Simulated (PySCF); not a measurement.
**C₃H₁₀GeSi: a tour of settings, part 1 of 2**

Which settings matter for C₃H₁₀GeSi (`C=C[Si@H](C)[GeH3]`), and how do bad ones show?

Computed with PySCF 2.14.0, with density-fitted response routines of our own, on a single molecule in the gas phase. Atoms are numbered from 0 throughout.

### 1 The starting structure

15 atoms, charge 0, multiplicity 1; geometry from: GFN2-xTB.

Bonds of the start (Å): C0–C1 1.32, C1–Si2 1.89, Si2–C3 1.90, Si2–Ge4 2.35, C0–H5 1.08, C0–H6 1.08, C1–H7 1.08, Si2–H8 1.47, C3–H9 1.09, C3–H10 1.09, C3–H11 1.09, Ge4–H12 1.50, Ge4–H13 1.50, Ge4–H14 1.50.

### 2 Nuclear shieldings: PBE0/pcSseg-1

What the job is given:

```
{"job": {"kind": "nmr", "xc": "PBE0", "basis": "pcSseg-1"}, "charge": 0, "multiplicity": 1}
C      0.372125     2.293725     0.438296
C     -0.450066     1.585751    -0.318031
Si    -0.188823    -0.237824    -0.728859
C     -1.765891    -1.210087    -0.296371
Ge     1.640519    -1.086229     0.473770
H      0.213877     3.337534     0.664739
H      1.257415     1.848143     0.872388
H     -1.324134     2.074264    -0.732058
H      0.059901    -0.360414    -2.177435
H     -1.622839    -2.272625    -0.472920
H     -2.611295    -0.886366    -0.895752
H     -2.033675    -1.082565     0.749346
H      1.763032    -2.582817     0.465659
H      2.993367    -0.645399    -0.005984
H      1.692073    -0.767102     1.941299
```

Level: GIAO PBE0/pcSseg-1 NMR shielding, non-relativistic, gas phase.

Run with:

```
OMP_NUM_THREADS=1 python probes_run.py task.json out
```

This one command runs all jobs of the session in turn.

What it wrote:

```text
coarse grid: 54088 points
cycle   1  E = -2485.9573760772  dE = -4.810e-01  |g| = 9.008e-01  |ddm| = 3.476e+00
cycle   2  E = -2485.9363518235  dE =  2.102e-02  |g| = 8.905e-01  |ddm| = 9.247e-01
cycle   3  E = -2486.0284833358  dE = -9.213e-02  |g| = 8.976e-02  |ddm| = 6.086e-01
cycle   4  E = -2486.0295257764  dE = -1.042e-03  |g| = 4.695e-02  |ddm| = 1.141e-01
cycle   5  E = -2486.0301085220  dE = -5.827e-04  |g| = 7.154e-03  |ddm| = 4.058e-02
cycle   6  E = -2486.0301218071  dE = -1.329e-05  |g| = 1.464e-03  |ddm| = 8.739e-03
cycle   7  E = -2486.0301223153  dE = -5.083e-07  |g| = 5.591e-04  |ddm| = 1.990e-03
final grid: 112312 points
cycle   8  E = -2486.0301237435  dE =  1.409e-08  |g| = 6.666e-04  |ddm| = 1.685e-03
cycle   9  E = -2486.0301236831  dE =  6.038e-08  |g| = 8.281e-04  |ddm| = 1.433e-03
cycle  10  E = -2486.0301238669  dE = -1.838e-07  |g| = 6.307e-05  |ddm| = 7.652e-04
cycle  11  E = -2486.0301238679  dE = -9.641e-10  |g| = 1.416e-05  |ddm| = 5.427e-05
converged SCF energy = -2486.0301238679

GIAO shielding tensors (ppm)
atom      isotropic    diamagn.    paramagn.     s11        s22        s33       span
  0 C       42.828     254.836    -212.008    -79.482     48.507    159.460    238.943
  1 C       43.628     261.869    -218.241    -74.172     29.724    175.332    249.505
  2 Si     385.092     881.086    -495.994    337.132    402.112    416.032     78.900
  3 C      190.014     253.357     -63.343    183.349    192.312    194.380     11.031
  4 Ge    1721.621    2759.171   -1037.550   1698.095   1711.066   1755.702     57.607
  5 H       25.301      28.840      -3.539     22.745     24.350     28.807      6.062
  6 H       25.565      32.861      -7.296     22.558     23.530     30.607      8.049
  7 H       25.050      30.932      -5.882     23.127     24.372     27.649      4.522
  8 H       26.919      29.066      -2.147     23.960     24.772     32.024      8.063
  9 H       31.461      30.133       1.328     26.267     29.526     38.590     12.324
 10 H       31.117      29.804       1.313     26.190     27.954     39.207     13.017
 11 H       31.452      31.525      -0.073     27.145     29.519     37.692     10.548
 12 H       28.764      30.182      -1.419     22.156     23.237     40.899     18.744
 13 H       28.612      30.334      -1.722     22.125     22.701     41.011     18.886
 14 H       28.604      31.004      -2.400     22.296     23.154     40.363     18.068
```

It took 84 s on 1 thread, shared host.

The references, computed at this level on geometries of the same kind, shield at (ppm): ¹H TMS 31.72, ¹³C TMS 186.9, ²⁹Si TMS 349.2, ⁷³Ge GeMe4 1331. Their shielding less the atom's gives the shift. The references are single molecules in the gas phase. Atoms listed in one row are averaged.

```csv
atoms,environment,σ (ppm),δ (ppm)
C0,terminal =CH2 carbon,42.8,144.1
C1,alkene CH,43.6,143.3
C3,methyl carbon bonded to Si,190.0,-3.1
H7,hydrogen on an alkene CH,25.05,6.67
H5,hydrogen on a terminal =CH2 carbon,25.30,6.42
H6,hydrogen on a terminal =CH2 carbon,25.56,6.15
H8,"hydrogen on a silicon bonded to 2 C, Ge",26.92,4.80
"H12, H13, H14",hydrogen on a germanium bonded to Si,28.66,3.06
"H9, H10, H11",hydrogen on a methyl carbon bonded to Si,31.34,0.37
Si2,"silicon bonded to 2 C, Ge, H",385.1,-35.9
Ge4,"germanium bonded to Si, 3 H",1722,-391
```

Charges from the same density, by scheme (e):

```csv
atoms,Mulliken,IAO,Hirshfeld,ESP fit
C0,-0.16,-0.27,-0.08,-0.32
C1,-0.49,-0.41,-0.14,-0.37
Si2,0.76,0.66,0.29,0.58
C3,-0.62,-0.71,-0.21,-0.58
Ge4,-0.26,0.14,0.18,-0.02
```

Mayer bond orders: C0–C1 2.00, C1–Si2 0.88, Si2–C3 0.96, Si2–Ge4 0.89.

Orbitals, density, ELF and potential are computed afterwards from the orbital file.

Frontier orbitals at PBE0/pcSseg-1, with the share of their density that lies nearest to each atom:

```csv
orbital,energy (eV),lies on
HOMO,-8.00,"C0, C1 about 34 % each; H8 8 %"
LUMO,-0.37,"C0, C1 about 28 % each; H5, H6 about 8 % each; Si2 7 %"
```

ELF in a plane through or near 8 of the atoms.

Ten even steps from '0' (0.00) to '9' (1.00):
```
0000000000000000000000000000
0000000000000000000000000000
0000000000000000012000000000
0000000000011111599830000000
0000000000123324999980000000
0000000000133132699991000000
0000000000031547189840000000
0000004983013122332000000000
0000017999204788620000000000
0000004998202454431599700000
0000356524436312776999930000
0003999827858745951999930000
0003999846546423642665300000
0000487204886100499961000000
0000000006997000499982000000
0000000003873000179840000000
0000000000000000000000000000
0000000000000000000000000000
0000000000000000000000000000
0000000000000000000000000000
```
The map spans 11.6 Å across and 10.9 Å up, centred on the molecule. Atoms in the plane (x, y in Å): C0 (-2.3, -0.5), C3 (1.8, -1.1), Ge4 (0.3, 2.0), H5 (-3.2, -1.0), H6 (-2.3, 0.5), H9 (2.8, -0.6), H10 (2.0, -2.1), H12 (1.6, 2.7).

On the surface of density 0.002 e/bohr³ the electrostatic potential runs, from the 1st to the 99th percentile, from -0.45 V near C0 to 0.84 V near H7.

### 3 TDDFT and polarisability: PBE0/def2-SVPD

Same as in step 2 but for these lines:

```diff
@@ -1,2 +1,2 @@
-{"job": {"kind": "nmr", "xc": "PBE0", "basis": "pcSseg-1"}, "charge": 0, "multiplicity": 1}
+{"job": {"kind": "uv", "xc": "PBE0", "basis": "def2-SVPD", "nstates": 6, "ntriplets": 2}, "charge": 0, "multiplicity": 1}
 C      0.372125     2.293725     0.438296
```

Method: TDDFT PBE0/def2-SVPD, vertical, gas phase, core orbitals frozen in the response.

What it wrote:

```text
coarse grid: 54088 points
cycle   1  E = -2485.7967426747  dE = -4.427e-01  |g| = 4.959e-01  |ddm| = 4.940e+00
cycle   2  E = -2485.7856568080  dE =  1.109e-02  |g| = 5.392e-01  |ddm| = 1.132e+00
cycle   3  E = -2485.8434554340  dE = -5.780e-02  |g| = 4.347e-02  |ddm| = 6.768e-01
cycle   4  E = -2485.8437842134  dE = -3.288e-04  |g| = 3.079e-02  |ddm| = 1.024e-01
cycle   5  E = -2485.8440345925  dE = -2.504e-04  |g| = 5.385e-03  |ddm| = 4.301e-02
cycle   6  E = -2485.8440440289  dE = -9.436e-06  |g| = 9.127e-04  |ddm| = 1.072e-02
final grid: 112312 points
cycle   7  E = -2485.8440326629  dE =  3.763e-09  |g| = 1.041e-03  |ddm| = 8.109e-03
cycle   8  E = -2485.8440324849  dE =  1.779e-07  |g| = 1.318e-03  |ddm| = 3.075e-03
cycle   9  E = -2485.8440329756  dE = -4.907e-07  |g| = 1.289e-04  |ddm| = 1.650e-03
cycle  10  E = -2485.8440329802  dE = -4.577e-09  |g| = 2.810e-05  |ddm| = 2.016e-04
cycle  11  E = -2485.8440329804  dE = -2.183e-10  |g| = 3.341e-06  |ddm| = 3.747e-05
converged SCF energy = -2485.8440329804

Static polarisability (au): isotropic 96.843, principal 79.841 103.112 107.575

Singlet excitations
state   eV       nm        f      main configurations
  1   6.4185    193.2   0.00271   H-1->L 0.70, H-2->L 0.17, H->L 0.11
  2   6.8546    180.9   0.00986   H-2->L 0.71, H-1->L 0.15
  3   7.0258    176.5   0.21131   H->L 0.62, H->L+2 0.14, H-1->L 0.12
  4   7.1988    172.2   0.05476   H->L+2 0.63, H->L+1 0.13
  5   7.2822    170.3   0.02175   H->L+1 0.79, H->L+2 0.13
  6   7.4240    167.0   0.07596   H-1->L+2 0.71, H-1->L+1 0.13

Triplet excitations (Tamm-Dancoff, eV): 4.3352 5.9741
```

It took 100 s on 1 thread, shared host.

The orbitals next to the gap, with their largest atomic shares:

```csv
orbital,eV,atoms
HOMO−3,-9.11,"Ge4 31 %, H13 18 %, H14 16 %"
HOMO−2,-8.81,"C1 24 %, Si2 19 %, C0 13 %"
HOMO−1,-8.18,"Ge4 30 %, Si2 25 %, C1 10 %"
HOMO,-8.00,"C1 33 %, C0 33 %, Si2 10 %"
LUMO,-0.44,"C0 35 %, C1 29 %, Si2 10 %"
LUMO+1,0.35,"Ge4 27 %, Si2 25 %, H14 14 %"
LUMO+2,0.45,"Ge4 27 %, Si2 17 %, H12 12 %"
```

With each of the 6 states as a Gaussian band of 0.4 eV half-width at 1/e, the curve within the window shown has maxima at 175 nm (ε 13,000) L/(mol cm). Beyond the last state computed it falls off for lack of states. The curve at chosen wavelengths:

nm, ε (L/mol/cm) and a bar:
```
      161       2818 #######
      163       4369 ##########
      165       6221 ###############
      167       8214 ###################
      169      10124 ########################
      171      11695 ###########################
      173      12691 ##############################
      176      12791 ##############################
      178      11926 ############################
      180      10486 #########################
      182       8711 ####################
      184       6853 ################
      186       5124 ############
      188       3655 #########
      190       2501 ######
      192       1651 ####
      194       1060 ##
      196        668 ##
      198        417 #
      201        207 
      203        131 
      205         84 
      207         55 
      209         35 
      211         23 
      213         15
```

Leading natural transition orbitals of singlet state 3: the hole lies on C0, C1 about 27 % each; C3 12 %; H8 11 %; the particle on C0, C1 about 17 % each; Si2 10 %; H5, H8 about 9 % each.

Leading natural transition orbitals of singlet state 1: the hole lies on Si2 23 %; Ge4 20 %; C1 17 %; the particle on C0, C1 about 28 % each; H5, H6 about 9 % each; H7, H8 about 6 % each.

Ground-state properties from the same run:

```csv
property,computed
dipole moment (D),1.26
polarisability (Å³),14.35
HOMO–LUMO gap (eV),7.56
−ε(HOMO) (eV),8.00
```

### 4 Spin-spin couplings: mPW1PW91/def2-SVP

Same as in step 3 but for these lines:

```diff
@@ -1,2 +1,2 @@
-{"job": {"kind": "uv", "xc": "PBE0", "basis": "def2-SVPD", "nstates": 6, "ntriplets": 2}, "charge": 0, "multiplicity": 1}
+{"job": {"kind": "j", "xc": "mPW1PW91", "basis": "def2-SVP"}, "charge": 0, "multiplicity": 1}
 C      0.372125     2.293725     0.438296
```

Method: mPW1PW91/def2-SVP indirect spin-spin coupling, non-relativistic, gas phase.

What it wrote:

```text
coarse grid: 54088 points
cycle   1  E = -2486.4794761639  dE = -4.395e-01  |g| = 4.775e-01  |ddm| = 3.676e+00
cycle   2  E = -2486.4712053582  dE =  8.271e-03  |g| = 5.109e-01  |ddm| = 8.083e-01
cycle   3  E = -2486.5250044393  dE = -5.380e-02  |g| = 4.156e-02  |ddm| = 4.614e-01
cycle   4  E = -2486.5252818466  dE = -2.774e-04  |g| = 3.007e-02  |ddm| = 7.109e-02
cycle   5  E = -2486.5255238894  dE = -2.420e-04  |g| = 5.099e-03  |ddm| = 2.949e-02
cycle   6  E = -2486.5255319264  dE = -8.037e-06  |g| = 1.110e-03  |ddm| = 6.865e-03
final grid: 112312 points
cycle   7  E = -2486.5255047300  dE =  1.175e-07  |g| = 1.335e-03  |ddm| = 3.042e-03
cycle   8  E = -2486.5255044067  dE =  3.234e-07  |g| = 1.719e-03  |ddm| = 3.018e-03
cycle   9  E = -2486.5255052281  dE = -8.214e-07  |g| = 1.988e-04  |ddm| = 1.706e-03
cycle  10  E = -2486.5255052389  dE = -1.081e-08  |g| = 2.100e-05  |ddm| = 1.915e-04
cycle  11  E = -2486.5255052390  dE = -1.373e-10  |g| = 3.705e-06  |ddm| = 2.443e-05
converged SCF energy = -2486.5255052390

Indirect spin-spin couplings (Hz)
  i      j    bonds     total        FC       PSO       DSO        SD
  0 C    1 C    1    179.907   189.016    -9.267     0.157         -
  0 C    2 Si   2      3.012     3.112    -0.027     0.001    -0.074
  0 C    3 C    3      5.497     5.484     0.061    -0.048         -
  0 C    5 H    1    219.898   219.365    -0.110     0.643         -
  0 C    6 H    1    214.022   213.294    -0.050     0.777         -
  0 C    7 H    2    -12.723   -10.761    -1.497    -0.466         -
  0 C    8 H    3      6.635     6.807     0.088    -0.260         -
  0 C    9 H    4      0.750     0.880     0.174    -0.303         -
  0 C   10 H    4     -0.388    -0.316     0.139    -0.211         -
  0 C   11 H    4     -0.381    -0.377     0.057    -0.060         -
  0 C   12 H    4      1.739     2.250     0.083    -0.594         -
  0 C   14 H    4      0.602     0.535    -0.077     0.145         -
  1 C    2 Si   1    -85.392   -85.820     1.674    -0.132    -1.114
  1 C    3 C    2      1.977     2.039    -0.074     0.012         -
  1 C    5 H    2     -8.727    -6.907    -1.302    -0.518         -
  1 C    6 H    2     -6.977    -5.214    -1.394    -0.369         -
  1 C    7 H    1    206.530   205.673    -0.033     0.890         -
  1 C    8 H    2      0.816     0.920    -0.044    -0.059         -
  1 C    9 H    3      7.344     7.532     0.135    -0.323         -
  1 C   10 H    3      0.756     0.743    -0.045     0.057         -
  1 C   11 H    3      0.861     0.772    -0.011     0.100         -
  1 C   12 H    3      5.850     6.379     0.075    -0.604         -
  1 C   13 H    3     -0.580    -0.372    -0.007    -0.201         -
  1 C   14 H    3     -0.817    -0.708    -0.029    -0.080         -
  2 Si   3 C    1    -64.233   -64.301     1.466    -0.108    -1.290
  2 Si   5 H    3    -14.296   -14.362    -0.185     0.243     0.008
  2 Si   6 H    3     -9.580    -9.503     0.020    -0.111     0.014
  2 Si   7 H    2     -4.181    -4.367     0.149     0.065    -0.029
  2 Si   8 H    1   -176.767  -176.835     0.624    -0.447    -0.109
  2 Si   9 H    2      5.907     5.919     0.135     0.011    -0.157
  2 Si  10 H    2      5.828     5.753     0.158     0.039    -0.122
  2 Si  11 H    2      5.998     5.961     0.157     0.012    -0.131
  2 Si  12 H    2     -7.248    -7.568    -0.021     0.406    -0.065
  2 Si  13 H    2     -4.558    -4.873    -0.036     0.416    -0.065
  2 Si  14 H    2     -4.032    -4.325    -0.070     0.435    -0.072
  3 C    5 H    4     -0.289    -0.209     0.141    -0.221         -
  3 C    6 H    4     -0.913    -0.802     0.071    -0.183         -
  3 C    7 H    3      0.654     0.603     0.031     0.020         -
  3 C    8 H    2      3.173     3.292     0.023    -0.142         -
  3 C    9 H    1    163.837   161.782     1.343     0.711         -
  3 C   10 H    1    165.984   163.974     1.322     0.687         -
  3 C   11 H    1    165.680   163.652     1.310     0.718         -
  3 C   12 H    3     -0.194    -0.175     0.016    -0.036         -
  3 C   13 H    3      6.814     7.326     0.099    -0.612         -
  3 C   14 H    3     -0.747    -0.589     0.038    -0.195         -
  5 H    6 H    2     -2.711    -2.293     2.629    -3.047         -
  5 H    7 H    3     11.003    11.405     0.158    -0.559         -
  5 H    8 H    4     -1.454    -0.932     0.672    -1.194         -
  5 H    9 H    5     -0.227     0.251     0.672    -1.150         -
  5 H   10 H    5     -0.272     0.001     0.467    -0.740         -
  5 H   12 H    5     -1.483    -0.133     0.580    -1.929         -
  5 H   13 H    5     -0.156     0.071     0.435    -0.661         -
  6 H    7 H    3     14.002    15.332     1.657    -2.986         -
  6 H    8 H    4     -1.907    -1.358     0.301    -0.850         -
  6 H    9 H    5     -0.646    -0.068     0.455    -1.033         -
  6 H   10 H    5     -0.426     0.030     0.542    -0.998         -
  6 H   12 H    5     -2.884    -0.264     0.302    -2.923         -
  6 H   13 H    5      0.762     0.113    -0.637     1.287         -
  6 H   14 H    5      1.281    -0.050    -0.899     2.230         -
  7 H    8 H    3      0.570     0.667     0.307    -0.405         -
  7 H    9 H    4     -0.650    -0.223     0.760    -1.187         -
  7 H   10 H    4      0.300    -0.085    -0.351     0.736         -
  7 H   12 H    4     -0.157     1.189     0.593    -1.939         -
  7 H   13 H    4     -0.768     0.022     0.575    -1.366         -
  7 H   14 H    4     -0.812    -0.239     0.565    -1.138         -
  8 H    9 H    3      0.270     0.311     0.232    -0.274         -
  8 H   10 H    3      1.550     1.530     0.157    -0.137         -
  8 H   11 H    3      6.872     8.045     0.978    -2.150         -
  8 H   12 H    3     -1.717    -0.820     0.220    -1.116         -
  8 H   13 H    3     -0.880    -0.500     0.086    -0.466         -
  8 H   14 H    3      5.387     7.940     0.578    -3.131         -
  9 H   10 H    2    -14.166   -14.134     2.332    -2.364         -
  9 H   11 H    2    -14.048   -14.104     2.298    -2.243         -
  9 H   12 H    4      0.693     0.031    -0.359     1.021         -
  9 H   13 H    4     -1.803    -0.057     0.389    -2.134         -
  9 H   14 H    4     -0.646     0.151     0.239    -1.036         -
 10 H   11 H    2    -13.957   -13.921     2.299    -2.334         -
 10 H   12 H    4     -0.866    -0.362     0.555    -1.059         -
 10 H   13 H    4      1.526     2.866     0.579    -1.920         -
 10 H   14 H    4     -0.929    -0.149     0.567    -1.347         -
 11 H   13 H    4     -2.111    -0.220     0.483    -2.374         -
 12 H   13 H    2    -10.310    -7.636     0.713    -3.387         -
 12 H   14 H    2     -9.747    -7.117     0.690    -3.320         -
 13 H   14 H    2     -9.294    -6.624     0.694    -3.364         -
```

Wall time 65 s (1 thread, shared host).

This basis has no tight s functions, so the Fermi-contact terms are rough.

Couplings of 1 Hz or more, nine at most for each number of bonds, with means over like pairs (isotopes 13C, 1H, 29Si):

```csv
pair,bonds,J (Hz),Fermi contact (Hz),dihedral (°)
C0–H5,1,219.9,219.4,–
C0–H6,1,214.0,213.3,–
C1–H7,1,206.5,205.7,–
C0–C1,1,179.9,189.0,–
Si2–H8,1,-176.8,-176.8,–
C3–H9,1,165.2,163.1,–
C1–Si2,1,-85.4,-85.8,–
Si2–C3,1,-64.2,-64.3,–
H9–H10,2,-14.1,-14.1,–
C0–H7,2,-12.7,-10.8,–
H12–H13,2,-9.8,-7.1,–
C1–H5,2,-8.7,-6.9,–
C1–H6,2,-7.0,-5.2,–
Si2–H9,2,5.9,5.9,–
Si2–H12,2,-5.3,-5.6,–
Si2–H7,2,-4.2,-4.4,–
C3–H8,2,3.2,3.3,–
Si2–H5,3,-14.3,-14.4,180
H6–H7,3,14.0,15.3,-180
H5–H7,3,11.0,11.4,0
Si2–H6,3,-9.6,-9.5,0
C0–H8,3,6.6,6.8,-114
C0–C3,3,5.5,5.5,127
C1–H9,3,3.0,3.0,–
H8–H9,3,2.9,3.3,–
C3–H12,3,2.0,2.2,–
H6–H8,4,-1.9,-1.4,–
H5–H8,4,-1.5,-0.9,–
```

The spin-dipole term was solved for some atoms only; pairs without it lack that part.

The response was solved for the nuclei of C, H, Si alone, so couplings that need other nuclei can be missing.

Quadrupole couplings from the field gradients of the same density:

```csv
atom,isotope,eQq/h (MHz),η
Ge4,73Ge,14.7,0.28
```

Joined with the shifts from before (PBE0/pcSseg-1, unscaled), the couplings predict the line list below for 500 MHz.

¹H NMR δ 6.67 (dd, J = 14.0, 11.0 Hz, 1H), 6.42 (ddd, J = 11.0, 2.7, 1.5 Hz, 1H), 6.15 (ddd, J = 14.0, 2.7, 1.9 Hz, 1H), 4.80 (qt, J = 2.9, 1.7 Hz, 1H), 3.06 (s, 3H), 0.37 (d, J = 2.9 Hz, 3H).

(Continued in part 2 of 2.)
